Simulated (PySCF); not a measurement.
# AlH2BrF− (SMILES [F][AlH2-][Br]): levels of theory compared

Wanted: a comparison of 3 runs (HF/ANO-RCC-MB, M06-2X-D3(0)/x2c-TZVPall) of AlH2BrF−. The job is set up through a Python script.

Program for the calculation: PySCF 2.14.0.

4 further runs of the same task are left out: 1 that didn't finish, 3 set aside as unsound or not needed.

## Step 1: The system as given

AlH2BrF−: 5 atoms, total charge -1, spin state singlet. SMILES: `[F][AlH2-][Br]`. Geometry: a GFN2-xTB relaxation, a rough one for these elements and not checked as a minimum.

Bond lengths: F1–Al2 1.688 Å, Al2–Br3 2.316 Å, Al2–H4 1.582 Å, Al2–H5 1.583 Å. Angles: F1–Al2–Br3 111.0°, F1–Al2–H4 109.8°, F1–Al2–H5 109.8°, Br3–Al2–H4 106.3°, Br3–Al2–H5 106.2°, H4–Al2–H5 113.6°.

## Step 2: Localised orbitals at HF/ANO-RCC-MB (sfX2C) (run 1)

Contents of input.py:

```python
import numpy
from pyscf import gto, scf, lo

mol = gto.Mole()
mol.atom = '''
F       -1.213430       0.305530       1.207960
Al      -0.128150       0.082510      -0.066010
Br       1.755180      -1.067620       0.637910
H       -0.796400      -0.806870      -1.191340
H        0.382800       1.486460      -0.588530
'''
mol.basis = 'ano-rcc-mb'
mol.charge = -1
mol.max_memory = 1860
mol.verbose = 4
mol.build()

calc0 = scf.RHF(mol)
calc0 = calc0.x2c()
calc0.kernel()

energy = calc0.e_tot
print('E(%s) = %.9f' % ('HF', energy))
occ = calc0.mo_coeff[:, 0:mol.nelec[0]]
loc = lo.ibo.ibo(mol, occ)
r1 = numpy.einsum('xij,ip,jp->px', mol.intor('int1e_r'), loc, loc)
spread = numpy.einsum('ij,ip,jp->p', mol.intor('int1e_r2'), loc, loc) - (r1 ** 2).sum(1)
centres = r1 * 0.529177
print('orbital  centre (A)  spread (bohr^2)')
for i, (c, s) in enumerate(zip(centres, spread), 1):
    print('%3d %9.4f %9.4f %9.4f %9.4f' % (i, *c, s))
```

Launch:

```console
$ OMP_NUM_THREADS=1 python input.py
```

Standard output:

```text
PySCF version 2.14.0

[... 59 lines left out ...]
converged SCF energy = -2947.57598780031
[... 1 line left out ...]
 Iterative localization: IB/P4/2x2, 13 iter; Final gradient 2.87e-09
[... 5 lines left out ...]
 30    1.7426   -1.0583    0.6323    5.4111
```

Wall time 3.6 s (1 thread of Arm Neoverse V2, shared host); peak memory 0.15 GiB.

## Step 3: Localised orbitals at HF/ANO-RCC-MB (sfX2C, Cartesian functions) (run 2)

Contents of calc.py:

```python
import numpy
from pyscf import gto, scf, lo

mol = gto.Mole()
mol.atom = '''
F       -1.213430       0.305530       1.207960
Al      -0.128150       0.082510      -0.066010
Br       1.755180      -1.067620       0.637910
H       -0.796400      -0.806870      -1.191340
H        0.382800       1.486460      -0.588530
'''
mol.spin = 0
mol.verbose = 4
mol.max_memory = 1860
mol.basis = 'ano-rcc-mb'
mol.cart = True
mol.charge = -1
mol.build()

hf = scf.RHF(mol)
hf = hf.x2c()
hf.damp = 0.6
hf.init_guess = 'mod_huckel'
hf.diis_start_cycle = 8
hf.kernel()

e_final = hf.e_tot
print(f'total energy: {e_final:.8f} hartree')
occ = hf.mo_coeff[:, 0:mol.nelec[0]]
loc = lo.ibo.ibo(mol, occ)
r1 = numpy.einsum('xij,ip,jp->px', mol.intor('int1e_r'), loc, loc)
spread = numpy.einsum('ij,ip,jp->p', mol.intor('int1e_r2'), loc, loc) - (r1 ** 2).sum(1)
centres = r1 * 0.529177
print('orbital  centre (A)  spread (bohr^2)')
for i, (c, s) in enumerate(zip(centres, spread), 1):
    print('%3d %9.4f %9.4f %9.4f %9.4f' % (i, *c, s))
```

Launch:

```console
$ OMP_NUM_THREADS=1 python calc.py
```

Standard output:

```text
PySCF version 2.14.0

[... 63 lines left out ...]
Atomic HF for atom  F  converged. SCF energy = -99.0507353210797
[... 48 lines left out ...]
Atomic HF for atom  Br  converged. SCF energy = -2550.23423700557
[... 32 lines left out ...]
converged SCF energy = -2947.57640731643
[... 1 line left out ...]
 Iterative localization: IB/P4/2x2, 10 iter; Final gradient 5.33e-09
[... 5 lines left out ...]
 30    1.7426   -1.0571    0.6318    5.4284
```

Run time: 4.5 s. Hardware: 1 thread of Arm Neoverse V2, shared host; peak memory 0.15 GiB.

## Step 4: The energy at M06-2X-D3(0)/x2c-TZVPall (sfX2C) (run 3)

Contents of geometry.xyz:

```xyz
5
AlBrFH2
F     -1.213430     0.305530     1.207960
Al    -0.128150     0.082510    -0.066010
Br     1.755180    -1.067620     0.637910
H     -0.796400    -0.806870    -1.191340
H      0.382800     1.486460    -0.588530
```

Contents of input.py:

```python
# [F][AlH2-][Br]
from pyscf import gto, dft

molecule = gto.M(
    atom='geometry.xyz',
    max_memory=1860,
    basis='x2c-tzvpall',
    charge=-1,
    verbose=4,
    symmetry=True,
)

myscf = dft.RKS(molecule, xc='m06-2x')
myscf = myscf.sfx2c1e()
myscf.disp = 'd3zero'
myscf.kernel()

etot = myscf.e_tot
print('E(%s) = %.9f' % ('M06-2X', etot))
myscf.analyze()
```

Launch:

```console
$ OMP_NUM_THREADS=1 python input.py
```

Standard output:

```text
PySCF version 2.14.0

[... 108 lines left out ...]
MO #13  energy= -2.67371103269086  occ= 2
[... 22 lines left out ...]
MO #36  energy= 0.350916514153418  occ= 0
[... 22 lines left out ...]
MO #59  energy= 0.98478874913694   occ= 0
[... 22 lines left out ...]
MO #82  energy= 1.976555178015     occ= 0
[... 22 lines left out ...]
MO #105 energy= 4.19758477683713   occ= 0
[... 22 lines left out ...]
MO #128 energy= 57.1773646521784   occ= 0
[... 136 lines left out ...]
Dipole moment(X, Y, Z, Debye): -1.24563,  0.97993, -1.31109
```

It took 20 s on 1 thread of Arm Neoverse V2, shared host; peak memory 0.78 GiB.

## Step 5: The series

| run | level | Cartesian functions | starting guess | energy (Eh) | HOMO energy (eV) | LUMO energy (eV) | HOMO–LUMO gap (eV) | wall time |
| --- | --- | --- | --- | --- | --- | --- | --- | --- |
| 1 | HF/ANO-RCC-MB (sfX2C) | no | minao | -2947.575988 | -5.27 | 10.78 | 16.05 | 3.6 s |
| 2 | HF/ANO-RCC-MB (sfX2C, Cartesian functions) | yes | mod_huckel | -2947.576407 | -5.28 | 10.76 | 16.04 | 4.5 s |
| 3 | M06-2X-D3(0)/x2c-TZVPall (sfX2C) | no | minao | -2950.597914 | -3.70 | 6.07 | 9.77 | 20 s |

## Step 6: Outcome

| quantity | value |
| --- | --- |
| run 3: total energy | -2950.59791 Eh |
| run 3: HOMO energy | -3.70 eV |
| run 3: LUMO energy | 6.07 eV |
| run 3: HOMO–LUMO gap (to an unbound level, set by the basis) | 9.77 eV |
| run 3: dispersion energy | -0.02 kJ/mol |

The HOMO–LUMO gap runs from 9.77 eV (M06-2X-D3(0)/x2c-TZVPall) to 16.05 eV (HF/ANO-RCC-MB). The two ends differ in method and basis. The empty levels of an anion lie above zero and hang on the basis. In runs 1, 2 the basis is minimal, so the values are rough. All runs together took 29 s, the longest 20 s.
